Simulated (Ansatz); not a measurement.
# OW: the cost of one run

Computed with Ansatz 0.2.0, Gaussian basis. Level: def2-QZVPP, core rule «outside noble gas», up to 5 orbitals frozen.

The runs, in order: UHF; ROHF; CCSD(T) on UHF.

## Step 1: The system

The geometry is a PBE0/def2-TZVP stationary point (not a proven minimum). No spin-orbit coupling is included. Elements past krypton take def2 core potentials.

2 atoms, charge 1, spin multiplicity 2.

Atoms are counted from 1 here; the program's logs count them from 0.

Bond lengths: W1–O2 1.631 Å.

Geometry (Å):

```
W     0.00000    0.00000    0.00000
O     0.00000    0.00000    1.63120
```

## Step 2: UHF

in.yaml reads:

```yaml
crystal:
  periodic: [false, false, false]
  atoms:
    - {symbol: W, position_ang: [0.000000, 0.000000, 0.000000]}
    - {symbol: O, position_ang: [0.000000, 0.000000, 1.631200]}
basis:
  gaussian: {orbitals: "def2-QZVPP.json"}
total_charge: 1
magnetization: {spin_polarized: true, initial_magnetization: 1}
hamiltonian: {xc: hf}
output: {orbitals: {seedname: orbitals}}
```

On the command line:

```
$ ansatz run in.yaml --threads 1 --pin off --events-out ev --progress --plain --max-ram 4096MiB --backend cpu
```

What time and memory should one allow on 1 thread of AMD EPYC 7R13, shared host?

About 21 s, with a peak of 0.32 GiB.
